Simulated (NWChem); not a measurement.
# CH7GaOSi (SMILES C[SiH](O)[GaH2]) at 5 levels

Wanted: a comparison of 5 runs (HF/STO-3G, HF/3-21G, B3LYP/6-31G*, CCSD/3-21G) of CH7GaOSi. 

The results are computed with NWChem 7.3.0.

1 further run of the same task is left out (it didn't finish).

**1. The structure to begin with**

The species is CH7GaOSi (11 atoms), meant as a singlet with charge 0. SMILES: `C[SiH](O)[GaH2]`. The coordinates come from a PBE0-D4/def2-TZVP relaxation. This is one conformer, not always the lowest.

Bond lengths: C1–Si2 1.872 Å, Si2–O3 1.664 Å, Si2–Ga4 2.424 Å, C1–H5 1.094 Å, C1–H6 1.094 Å, C1–H7 1.092 Å, Si2–H8 1.498 Å, O3–H9 0.959 Å, Ga4–H10 1.578 Å, Ga4–H11 1.575 Å. Some angles: C1–Si2–O3 111.6°, C1–Si2–Ga4 114.1°, O3–Si2–Ga4 102.4°, C1–Si2–H8 106.9°, O3–Si2–H8 109.4°, Ga4–Si2–H8 112.4°, Si2–C1–H5 110.2°, Si2–C1–H6 111.3°, Si2–C1–H7 111.3°, Si2–O3–H9 117.6°.

**2. Energy and forces at HF/STO-3G (run 1)**

File ch7gaosi.nw:

```
start ch7gaosi
memory 2200 mb

geometry units bohr noautosym nocenter noautoz
 C     -1.58718097     2.63560103    -0.08881713
 Si    -0.49113982    -0.61661763     0.76722881
 O      1.38951562    -0.57901208     3.28774551
 Ga     2.15617751    -2.59327116    -2.40581033
 H     -2.82098316     2.55887815    -1.74667386
 H     -2.66564767     3.49523744     1.45130966
 H      0.00623610     3.86959219    -0.53517044
 H     -2.80756610    -2.13860306     1.34227247
 H      0.65195551    -0.11999761     4.87757210
 H      3.91759123    -0.96546108    -4.17723960
 H      2.25123073    -5.54615720    -2.77260617
end

basis spherical bse
 C library STO-3G
 Si library STO-3G
 O library STO-3G
 Ga library STO-3G
 H library STO-3G
end

scf
 singlet
 rhf
 thresh 1e-08
 maxiter 80
 print low
end

task scf gradient
```

On the command line:

```bash
nwchem ch7gaosi.nw > ch7gaosi.out
```

Log:

```text
[...]
  functions       =    44
[...]
  wavefunction    = RHF
[...]
         Total SCF energy =  -2301.811715269072
      One-electron energy =  -3866.194052365698
      Two-electron energy =   1242.819736580926
 Nuclear repulsion energy =    321.562600515700
        Time for solution =     41.8s
[...]
                         RHF ENERGY GRADIENTS
    atom               coordinates                        gradient
                 x          y          z           x          y          z
   1 C      -1.587181   2.635601  -0.088817    0.003182  -0.003182   0.001401
   2 Si     -0.491140  -0.616618   0.767229    0.024002   0.025180   0.007233
   3 O       1.389516  -0.579012   3.287746   -0.032160   0.009281   0.015669
   4 Ga      2.156178  -2.593271  -2.405810   -0.021837   0.016010   0.028680
   5 H      -2.820983   2.558878  -1.746674   -0.006435  -0.001840  -0.008121
   6 H      -2.665648   3.495237   1.451310   -0.005525   0.002583   0.007514
   7 H       0.006236   3.869592  -0.535170    0.008293   0.003874  -0.002081
   8 H      -2.807566  -2.138603   1.342272   -0.027336  -0.018314   0.007845
   9 H       0.651956  -0.119998   4.877572    0.023966  -0.009913  -0.019251
  10 H       3.917591  -0.965461  -4.177240    0.032991   0.032432  -0.032915
  11 H       2.251231  -5.546157  -2.772606    0.000859  -0.056112  -0.005973
[...]
```

Wall time 44 s (1 thread of AMD EPYC 9R45 (Zen 5), shared host); peak memory 0.1 GiB.

**3. Energy and forces at HF/3-21G (run 2)**

File struct.nw:

```
start struct
title "CH7GaOSi"
memory 2200 mb
geometry units angstrom noautosym nocenter noautoz
   C    -0.839900    1.394700   -0.047000
   Si   -0.259900   -0.326300    0.406000
   O     0.735300   -0.306400    1.739800
   Ga    1.141000   -1.372300   -1.273100
   H    -1.492800    1.354100   -0.924300
   H    -1.410600    1.849600    0.768000
   H     0.003300    2.047700   -0.283200
   H    -1.485700   -1.131700    0.710300
   H     0.345000   -0.063500    2.581100
   H     2.073100   -0.510900   -2.210500
   H     1.191300   -2.934900   -1.467200
end
basis spherical bse
   * library 3-21G
end
scf
   thresh 1e-08
   maxiter 80
   print low
end
task scf gradient
```

On the command line:

```bash
nwchem struct.nw > struct.out
```

Log:

```text
[...]
  functions       =    67
[...]
  wavefunction    = RHF
[...]
         Total SCF energy =  -2317.418148926568
      One-electron energy =  -3873.869556645096
      Two-electron energy =   1234.888783967703
 Nuclear repulsion energy =    321.562623750825
        Time for solution =      3.6s
[...]
                         RHF ENERGY GRADIENTS
    atom               coordinates                        gradient
                 x          y          z           x          y          z
   1 C      -1.587181   2.635601  -0.088817    0.007452  -0.015115   0.003845
   2 Si     -0.491140  -0.616618   0.767229    0.008784   0.012898   0.018296
   3 O       1.389516  -0.579012   3.287745   -0.008609   0.000614  -0.017007
   4 Ga      2.156177  -2.593271  -2.405810   -0.002038   0.002164   0.004255
   5 H      -2.820983   2.558878  -1.746674   -0.002676  -0.000844  -0.003922
   6 H      -2.665647   3.495237   1.451310   -0.002462  -0.000334   0.004897
   7 H       0.006236   3.869592  -0.535170    0.004726   0.002024  -0.001206
   8 H      -2.807566  -2.138603   1.342272    0.001120  -0.000516   0.001197
   9 H       0.651955  -0.119998   4.877572   -0.005446  -0.001477  -0.010618
  10 H       3.917591  -0.965461  -4.177239   -0.001140  -0.001906   0.000828
  11 H       2.251231  -5.546157  -2.772606    0.000288   0.002492  -0.000563
[...]
```

Run time: 6 s. Hardware: 1 thread of AMD EPYC 9R45 (Zen 5), shared host; peak memory 0.1 GiB.

Runs 3 to 4 aren't shown in full; the table further down has their settings and results.

**4. The energy at CCSD/3-21G (run 5)**

File m1.nw:

```
start m1
title "CH7GaOSi ccsd"
memory total 2200 mb

geometry units angstrom noautosym nocenter noautoz
C       -0.839900       1.394700      -0.047000
Si      -0.259900      -0.326300       0.406000
O        0.735300      -0.306400       1.739800
Ga       1.141000      -1.372300      -1.273100
H       -1.492800       1.354100      -0.924300
H       -1.410600       1.849600       0.768000
H        0.003300       2.047700      -0.283200
H       -1.485700      -1.131700       0.710300
H        0.345000      -0.063500       2.581100
H        2.073100      -0.510900      -2.210500
H        1.191300      -2.934900      -1.467200
end

basis spherical bse
* library 3-21G
end

scf
singlet
rhf
thresh 1e-08
maxiter 80
end

ccsd
freeze core 16
maxiter 60
end

task ccsd energy
```

On the command line:

```bash
nwchem m1.nw > m1.out
```

Log:

```text
[...]
  functions       =    67
[...]
  wavefunction    = RHF
[...]
         Total SCF energy =  -2317.418148926568
      One-electron energy =  -3873.869556645096
      Two-electron energy =   1234.888783967703
 Nuclear repulsion energy =    321.562623750825
        Time for solution =      3.5s
[...]
 Total MP2 energy:          -2317.715827326623639
[...]
             energy      energy      error      ampl     ampl      Block
                                                time     time      time
[...]
 Total CCSD energy:          -2317.756454791370288
[...]
```

Run time: 37 s. Hardware: 1 thread of AMD EPYC 9R45 (Zen 5), shared host; peak memory 0.19 GiB.

**5. All runs side by side**

| run | level | iteration cap | module | energy (Eh) | largest force (eV/Å) | wall time |
| --- | --- | --- | --- | --- | --- | --- |
| 1 | HF/STO-3G | 80 | scf | -2301.811715 | 2.920 | 44 s |
| 2 | HF/3-21G | 80 | scf | -2317.418149 | 1.237 | 6 s |
| 3 | B3LYP/6-31G* (spherical functions) | 100 | dft | -2331.680041 | 0.604 | 28 s |
| 4 | B3LYP/6-31G* (Cartesian functions) | 100 | dft | -2331.688619 | 0.602 | 28 s |
| 5 | CCSD/3-21G | 80 | ccsd | -2317.756455 | – | 37 s |

**6. Outcome**

| quantity | value |
| --- | --- |
| run 5: total energy | -2317.75645 Eh |
| run 5: HOMO energy (Hartree–Fock orbitals) | -9.58 eV |
| run 5: LUMO energy (Hartree–Fock orbitals) | 0.89 eV |
| run 5: HOMO–LUMO gap (Hartree–Fock orbitals) | 10.47 eV |
| run 5: correlation energy (16 core orbitals frozen) | -338.3 mEh |

In run 1 the basis is minimal, so the values are rough. All runs together took 2.4 min, the longest 44 s.
